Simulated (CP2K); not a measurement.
**BSi2H6Cl (SMILES B[SiH2][SiH2]Cl): a chain of runs**

We compute a geometry optimisation (singlet BSi2H6Cl, AM1), then energy and gradient (doublet BSi2H6Cl−, AM1), then a structure relaxation (doublet BSi2H6Cl−, AM1), then energy and forces (singlet BSi2H6Cl, AM1) of BClH6Si2. 

The results are computed with CP2K 2026.2.

2 further runs of the same task are left out: 2 set aside as unsound or not needed.

**1. The structure to begin with**

The species is BSi2H6Cl (10 atoms), meant as a singlet with charge 0. As SMILES, `B[SiH2][SiH2]Cl`. Geometry: relaxed at GFN2-xTB. This is one conformer, not always the lowest. The run starts from this shape.

Bond lengths: B1–Si2 1.944 Å, Si2–Si3 2.338 Å, Si3–Cl4 2.039 Å, B1–H5 1.171 Å, B1–H6 1.171 Å, Si2–H7 1.476 Å, Si2–H8 1.476 Å, Si3–H9 1.464 Å, Si3–H10 1.466 Å. Some angles: B1–Si2–Si3 109.6°, Si2–Si3–Cl4 109.7°, B1–Si2–H7 116.5°, B1–Si2–H8 116.7°, Si3–Si2–H7 104.0°, Si3–Si2–H8 106.6°, Si2–B1–H5 121.8°, Si2–B1–H6 121.2°, Si2–Si3–H9 116.0°, Si2–Si3–H10 114.6°.

**2. A geometry optimisation at AM1 (run 1)**

molecule.xyz

```xyz
10

B     -1.314600     1.420490    -0.234320
Si     0.442310     0.666940    -0.587030
Si     0.679430    -1.349590     0.571500
Cl    -1.111410    -2.322180     0.634830
H     -2.229170     1.208610    -0.933940
H     -1.523640     2.047190     0.732190
H      1.601850     1.468900    -0.148920
H      0.771360     0.384030    -1.998230
H      1.608560    -2.319460    -0.011530
H      1.075300    -1.204930     1.975440
```

gas.inp

```
&global
  project_name gas
  run_type GEO_OPT
  print_level LOW
&end

&motion
  &geo_opt
    optimizer LBFGS
    max_iter 100
    max_force 4.5E-04
    rms_force 3.0E-04
  &end
  &print
    &trajectory
      &each
        geo_opt 1
      &end
    &end
    &forces ON
      &each
        geo_opt 1
      &end
    &end
    &restart OFF
    &end
    &restart_history OFF
    &end
  &end
&end

&force_eval
  method QS
  &dft
    charge 0
    multiplicity 1
    &qs
      method AM1
      eps_default 1.0E-10
      &se
        &coulomb
          cutoff [angstrom] 50
          rc_range [angstrom] 0
        &end
        &exchange
          cutoff [angstrom] 50
          rc_range [angstrom] 0
        &end
      &end
    &end
    &poisson
      periodic NONE
      poisson_solver ANALYTIC
    &end
    &scf
      scf_guess ATOMIC
      eps_scf 1.0E-06
      max_scf 100
      added_mos 4
      &diagonalization
        algorithm STANDARD
      &end
      &mixing
        method DIRECT_P_MIXING
        alpha 0.4
      &end
    &end
    &print
      &moments
        periodic F
        reference COM
        max_moment 1
      &end
      &mulliken OFF
      &end
      &hirshfeld OFF
      &end
    &end
  &end
  &subsys
    &cell
      abc [angstrom] 15.8 16.4 16
      periodic NONE
    &end
    &topology
      coord_file_name molecule.xyz
      coord_file_format XYZ
      &center_coordinates
      &end
    &end
  &end
&end
```

Command:

```sh
$ OMP_NUM_THREADS=1 cp2k.psmp -i gas.inp > gas.out 2>&1
```

The log of the run:

```text
CP2K| version string:                                       CP2K version 2026.2
[...]
 GLOBAL| Method name                                                        CP2K
[...]
 GLOBAL| Run type                                                        GEO_OPT
[...]
                             - Atoms:                                         10
[...]
                             - Spherical basis functions:                     22
[...]
 Number of electrons:                                                         24
[...]
     1 P_Mix/Diag. 0.40E+00    0.0     0.82874468       -21.2731882968 -2.13E+01
[...]
  *** SCF run converged in    19 steps ***
[...]
 ENERGY| Total FORCE_EVAL ( QS ) energy [hartree]            -25.447794974938542
[...]
 OPT| Step number                                                              1
[...]
 OPT| Total energy [hartree]                                      -25.4513920036
[...]
 OPT| Step number                                                             18
[...]
 OPT| Total energy [hartree]                                      -25.4564156071
[...]
    10 DIIS/Diag.  0.14E-06    0.0     0.00000035       -25.4564175912 -9.20E-13
  *** SCF run converged in    10 steps ***
  Core-core repulsion energy [eV]:                           1127.34969220217340
  Core Hamiltonian energy [eV]:                             -1059.18745018569052
  Two-electron integral energy [eV]:                        -1521.73318540514333
  Electronic energy [eV]:                                   -1820.05404288826207
  Total energy [eV]:                                         -692.70435068608867
  Atomic reference energy [eV]:                               692.39598381400879
  Heat of formation [kcal/mol]:                                -7.11110956678159
[...]
 ENERGY| Total FORCE_EVAL ( QS ) energy [hartree]            -25.456417591168883
[...]
```

Run time: 1.6 s. Hardware: 1 thread of Intel Xeon Platinum 8375C at 2.90GHz (Ice Lake), shared host; peak memory 0.19 GiB.

The path in brief:

```
step  energy from the first frame kept (eV)  largest force (eV/Å)
   1                                 0.0000                0.7283
   2                                -0.0377                0.4665
   3                                -0.0863                0.4240
   4                                -0.1068                0.3484
   5                                -0.1183                0.6263
   6                                -0.1279                0.1491
   7                                -0.1304                0.1003
   8                                -0.1333                0.2211
   9                                -0.1342                0.0754
  10                                -0.1346                0.0514
  11                                -0.1355                0.0407
  12                                -0.1359                0.0327
  13                                -0.1360                0.0736
  14                                -0.1362                0.0244
  15                                -0.1363                0.0285
  16                                -0.1365                0.0430
  17                                -0.1365                0.0857
  18                                -0.1367                0.0306
  19                                -0.1368                0.0170
  20                                -0.1368                0.0170
```

After the run. Bond lengths: B1–Si2 1.849 Å, Si2–Si3 2.439 Å, Si3–Cl4 2.059 Å, B1–H5 1.191 Å, B1–H6 1.191 Å, Si2–H7 1.469 Å, Si2–H8 1.468 Å, Si3–H9 1.465 Å, Si3–H10 1.465 Å. Some angles: B1–Si2–Si3 106.9°, Si2–Si3–Cl4 112.3°, B1–Si2–H7 112.3°, B1–Si2–H8 112.7°, Si3–Si2–H7 107.6°, Si3–Si2–H8 107.8°, Si2–B1–H5 121.8°, Si2–B1–H6 121.5°, Si2–Si3–H9 106.1°, Si2–Si3–H10 106.9°.

**3. The doublet anion: energy and gradient at AM1 (run 2)**

molecule.xyz

```xyz
10

B      6.994046     9.715616     7.767998
Si     8.671016     9.016469     7.423088
Si     8.818601     6.901250     8.628860
Cl     7.016830     5.906992     8.682772
H      6.071489     9.522117     7.040064
H      6.780030    10.369954     8.740200
H      9.748222     9.884923     7.915515
H      8.884888     8.736896     5.997763
H      9.835510     6.106940     7.935126
H      9.282407     7.213794     9.982554
```

qs.inp

```
&GLOBAL
  PROJECT_NAME qs
  RUN_TYPE ENERGY_FORCE
  PRINT_LEVEL MEDIUM
&END GLOBAL

&FORCE_EVAL
  METHOD QUICKSTEP
  &DFT
    CHARGE -1
    MULTIPLICITY 2
    LSD T
    &QS
      METHOD AM1
      EPS_DEFAULT 1.0E-10
      &SE
        &COULOMB
          CUTOFF [angstrom] 50
          RC_RANGE [angstrom] 0
        &END COULOMB
        &EXCHANGE
          CUTOFF [angstrom] 50
          RC_RANGE [angstrom] 0
        &END EXCHANGE
      &END SE
    &END QS
    &POISSON
      PERIODIC NONE
      POISSON_SOLVER ANALYTIC
    &END POISSON
    &SCF
      SCF_GUESS ATOMIC
      EPS_SCF 1.0E-06
      MAX_SCF 100
      ADDED_MOS 8
      &DIAGONALIZATION
        ALGORITHM STANDARD
      &END DIAGONALIZATION
      &MIXING
        METHOD DIRECT_P_MIXING
        ALPHA 0.4
      &END MIXING
    &END SCF
    &PRINT
      &MOMENTS
        PERIODIC F
        REFERENCE COM
        MAX_MOMENT 1
      &END MOMENTS
      &MO ON
        ENERGIES T
        OCCUPATION_NUMBERS T
        NDIGITS 6
        &EACH
          QS_SCF 0
        &END EACH
        ADD_LAST NUMERIC
      &END MO
      &HIRSHFELD OFF
      &END HIRSHFELD
    &END PRINT
  &END DFT
  &SUBSYS
    &CELL
      ABC 15.8 16.5 16
      PERIODIC NONE
    &END CELL
    &TOPOLOGY
      COORD_FILE_NAME molecule.xyz
      COORD_FILE_FORMAT XYZ
      &CENTER_COORDINATES
      &END CENTER_COORDINATES
    &END TOPOLOGY
  &END SUBSYS
  &PRINT
    &FORCES ON
    &END FORCES
  &END PRINT
&END FORCE_EVAL
```

Command:

```sh
$ OMP_NUM_THREADS=1 cp2k.psmp -i qs.inp -o qs.out
```

The log of the run:

```text
CP2K| version string:                                       CP2K version 2026.2
[...]
 GLOBAL| Method name                                                        CP2K
[...]
 GLOBAL| Run type                                                   ENERGY_FORCE
[...]
                             - Atoms:                                         10
[...]
                             - Spherical basis functions:                     22
[...]
 Number of electrons:                                                         13
[...]
     1 P_Mix/Diag. 0.40E+00    0.0     0.40514256       -21.4802705372 -2.15E+01
[...]
    68 DIIS/Diag.  0.62E-07    0.0     0.00000020       -25.4987118317  3.26E-09
  *** SCF run converged in    68 steps ***
  Core-core repulsion energy [eV]:                           1127.34967364555428
  Core Hamiltonian energy [eV]:                             -1091.42921990539821
  Two-electron integral energy [eV]:                        -1459.55137848308505
  Electronic energy [eV]:                                   -1821.20490914694096
  Total energy [eV]:                                         -693.85523550138669
  Atomic reference energy [eV]:                               692.39598381400879
  Heat of formation [kcal/mol]:                               -33.65114600173088
[...]
 SE_DIPOLE| Moment [Debye]         -0.89512351      -2.23787793       0.83316540
 SE_DIPOLE| Derivative [a.u.]       0.00000000       0.00000000       0.00000000
 ENERGY| Total FORCE_EVAL ( QS ) energy [hartree]            -25.498711831747329
[...]
```

Run time: 1.2 s. Hardware: 1 thread of Intel Xeon Platinum 8375C at 2.90GHz (Ice Lake), shared host; peak memory 0.18 GiB.

**4. The doublet anion: a structure relaxation at AM1 (run 3)**

molecule.xyz is that of step 3.

run.inp

```
&GLOBAL
 PROJECT run
 RUN_TYPE GEO_OPT
 PRINT_LEVEL LOW
&END GLOBAL

&FORCE_EVAL
 METHOD QS
 &DFT
  CHARGE -1
  MULTIPLICITY 2
  UKS T
  &QS
   METHOD AM1
   EPS_DEFAULT 1.0E-10
   &SE
    &COULOMB
     CUTOFF [angstrom] 50
     RC_RANGE [angstrom] 0
    &END COULOMB
    &EXCHANGE
     CUTOFF [angstrom] 50
     RC_RANGE [angstrom] 0
    &END EXCHANGE
   &END SE
  &END QS
  &POISSON
   PERIODIC NONE
   POISSON_SOLVER ANALYTIC
  &END POISSON
  &SCF
   SCF_GUESS ATOMIC
   EPS_SCF 1.0E-06
   MAX_SCF 100
   ADDED_MOS 8
   &DIAGONALIZATION
    ALGORITHM STANDARD
   &END DIAGONALIZATION
   &MIXING
    METHOD DIRECT_P_MIXING
    ALPHA 0.4
   &END MIXING
  &END SCF
  &PRINT
   &MOMENTS
    PERIODIC F
    REFERENCE COM
    MAX_MOMENT 1
   &END MOMENTS
   &MULLIKEN OFF
   &END MULLIKEN
   &HIRSHFELD OFF
   &END HIRSHFELD
  &END PRINT
 &END DFT
 &SUBSYS
  &CELL
   ABC 15.8 16.5 16
   PERIODIC NONE
  &END CELL
  &TOPOLOGY
   COORD_FILE_NAME molecule.xyz
   COORD_FILE_FORMAT XYZ
   &CENTER_COORDINATES
   &END CENTER_COORDINATES
  &END TOPOLOGY
 &END SUBSYS
&END FORCE_EVAL

&MOTION
 &GEO_OPT
  OPTIMIZER LBFGS
  MAX_ITER 100
  MAX_FORCE 4.5E-04
  RMS_FORCE 3.0E-04
 &END GEO_OPT
 &PRINT
  &TRAJECTORY
   &EACH
    GEO_OPT 1
   &END EACH
  &END TRAJECTORY
  &FORCES ON
   &EACH
    GEO_OPT 1
   &END EACH
  &END FORCES
  &RESTART OFF
  &END RESTART
  &RESTART_HISTORY OFF
  &END RESTART_HISTORY
 &END PRINT
&END MOTION
```

Command:

```sh
$ OMP_NUM_THREADS=1 cp2k.psmp -i run.inp > run.out 2>&1
```

The log of the run:

```text
CP2K| version string:                                       CP2K version 2026.2
[...]
 GLOBAL| Method name                                                        CP2K
[...]
 GLOBAL| Run type                                                        GEO_OPT
[...]
                             - Atoms:                                         10
[...]
                             - Spherical basis functions:                     22
[...]
 Number of electrons:                                                         13
[...]
     1 P_Mix/Diag. 0.40E+00    0.0     0.40514256       -21.4802705372 -2.15E+01
[...]
  *** SCF run converged in    68 steps ***
[...]
 ENERGY| Total FORCE_EVAL ( QS ) energy [hartree]            -25.498711831747329
[...]
 OPT| Step number                                                              1
[...]
 OPT| Total energy [hartree]                                      -25.4998375049
[...]
 OPT| Step number                                                             15
[...]
 OPT| Total energy [hartree]                                      -25.5024593902
[...]
    10 DIIS/Diag.  0.41E-06    0.0     0.00000100       -25.5024636460 -8.57E-12
  *** SCF run converged in    10 steps ***
  Core-core repulsion energy [eV]:                           1118.52342135321601
  Core Hamiltonian energy [eV]:                             -1091.44975178344203
  Two-electron integral energy [eV]:                        -1442.06199425577825
  Electronic energy [eV]:                                   -1812.48074891133115
  Total energy [eV]:                                         -693.95732755811503
  Atomic reference energy [eV]:                               692.39598381400879
  Heat of formation [kcal/mol]:                               -36.00544494570267
[...]
 ENERGY| Total FORCE_EVAL ( QS ) energy [hartree]            -25.502463645960930
[...]
```

Run time: 3 s. Hardware: 1 thread of Intel Xeon Platinum 8375C at 2.90GHz (Ice Lake), shared host; peak memory 0.19 GiB.

Step by step:

```
step  energy from the first frame kept (eV)  largest force (eV/Å)
   1                                 0.0000                0.4516
   2                                -0.0167                0.3434
   3                                -0.0348                0.2384
   4                                -0.0448                0.3349
   5                                -0.0471                0.6309
   6                                -0.0532                0.1281
   7                                -0.0555                0.1128
   8                                -0.0602                0.2293
   9                                -0.0647                0.2270
  10                                -0.0657                0.3319
  11                                -0.0677                0.0893
  12                                -0.0685                0.0763
  13                                -0.0702                0.0787
  14                                -0.0705                0.1984
  15                                -0.0713                0.0350
  16                                -0.0715                0.0250
  17                                -0.0715                0.0250
```

After the run. Bond lengths: B1–Si2 1.809 Å, Si2–Si3 2.515 Å, Si3–Cl4 2.135 Å, B1–H5 1.195 Å, B1–H6 1.196 Å, Si2–H7 1.467 Å, Si2–H8 1.467 Å, Si3–H9 1.466 Å, Si3–H10 1.466 Å. Some angles: B1–Si2–Si3 104.1°, Si2–Si3–Cl4 111.0°, B1–Si2–H7 115.0°, B1–Si2–H8 115.5°, Si3–Si2–H7 104.5°, Si3–Si2–H8 105.0°, Si2–B1–H5 123.7°, Si2–B1–H6 123.2°, Si2–Si3–H9 97.1°, Si2–Si3–H10 98.3°.

**5. Energy and gradient at AM1 (run 4)**

molecule.xyz

```xyz
10

B      6.973056     9.789655     7.787311
Si     8.623307     9.144913     7.421771
Si     8.717558     6.964618     8.671065
Cl     6.815398     5.994175     8.658805
H      6.017847     9.599231     7.094382
H      6.727105    10.447966     8.755154
H      9.731779     9.931357     7.972937
H      8.866040     8.790591     6.019003
H      9.813233     6.363689     7.903800
H      9.282722     7.464026     9.928127
```

qs.inp, as its differences from that of step 3:

```diff
@@ -1,3 +1,3 @@
 &GLOBAL
-  PROJECT_NAME qs
+  PROJECT qs
   RUN_TYPE ENERGY_FORCE
@@ -9,5 +9,4 @@
   &DFT
-    CHARGE -1
-    MULTIPLICITY 2
-    LSD T
+    CHARGE 0
+    MULTIPLICITY 1
     &QS
@@ -34,3 +33,3 @@
       MAX_SCF 100
-      ADDED_MOS 8
+      ADDED_MOS 4
       &DIAGONALIZATION
@@ -64,3 +63,3 @@
     &CELL
-      ABC 15.8 16.5 16
+      ABC [angstrom] 15.8 16.5 15.9
       PERIODIC NONE
```

Command:

```sh
$ OMP_NUM_THREADS=1 cp2k.psmp -i qs.inp > qs.out 2>&1
```

The log of the run:

```text
CP2K| version string:                                       CP2K version 2026.2
[...]
 GLOBAL| Method name                                                        CP2K
[...]
 GLOBAL| Run type                                                   ENERGY_FORCE
[...]
                             - Atoms:                                         10
[...]
                             - Spherical basis functions:                     22
[...]
 Number of electrons:                                                         24
[...]
     1 P_Mix/Diag. 0.40E+00    0.0     0.80849711       -21.3020023145 -2.13E+01
[...]
    18 DIIS/Diag.  0.29E-06    0.0     0.00000064       -25.4498160794 -2.55E-12
  *** SCF run converged in    18 steps ***
  Core-core repulsion energy [eV]:                           1118.52338994730053
  Core Hamiltonian energy [eV]:                             -1058.49506518944304
  Two-electron integral energy [eV]:                        -1505.10607834726852
  Electronic energy [eV]:                                   -1811.04810436307730
  Total energy [eV]:                                         -692.52471441577666
  Atomic reference energy [eV]:                               692.39598381400879
  Heat of formation [kcal/mol]:                                -2.96859843469767
[...]
 SE_DIPOLE| Moment [Debye]         -1.72219207       0.05670557      -0.26111049
 SE_DIPOLE| Derivative [a.u.]       0.00000000       0.00000000       0.00000000
 ENERGY| Total FORCE_EVAL ( QS ) energy [hartree]            -25.449816079417985
[...]
```

Wall time 0.95 s (1 thread of Intel Xeon Platinum 8375C at 2.90GHz (Ice Lake), shared host); peak memory 0.19 GiB.

**6. What came out**

| quantity | value |
| --- | --- |
| run 1, AM1: total energy at the end | -25.45642 Eh |
| run 1, AM1: dipole moment | 1.48 D |
| run 1, AM1: heat of formation | -7.1 kcal/mol |
| doublet anion, run 2: total energy | -25.49871 Eh |
| doublet anion, run 2: HOMO energy (highest over α and β) | -1.60 eV |
| doublet anion, run 2: LUMO energy (lowest over α and β) | 3.75 eV |
| doublet anion, run 2: heat of formation at this unrelaxed shape | -33.7 kcal/mol |
| doublet anion, run 2: largest force on an atom | 0.852 eV/Å |
| doublet anion, run 3: total energy at the end | -25.50246 Eh |
| doublet anion, run 3: heat of formation | -36.0 kcal/mol |
| run 4, AM1: total energy | -25.44982 Eh |
| run 4, AM1: dipole moment | 1.74 D |
| run 4, AM1: HOMO energy | -10.10 eV |
| run 4, AM1: LUMO energy | -1.84 eV |
| run 4, AM1: HOMO–LUMO gap | 8.26 eV |
| run 4, AM1: heat of formation at this unrelaxed shape | -3.0 kcal/mol |
| run 4, AM1: largest force on an atom | 1.066 eV/Å |
| adiabatic electron affinity (to the doublet anion, no zero-point term) | 1.253 eV |

**Reading.** The adiabatic electron affinity (to the doublet anion, no zero-point term) is 1.25 eV (121 kJ/mol). The largest force (run 4, AM1) is 1.07 eV/Å: the shape isn't a stationary point for this species at this level. The optimisation (run 1, AM1) took 19 steps. The optimisation (doublet anion, run 3) took 16 steps.
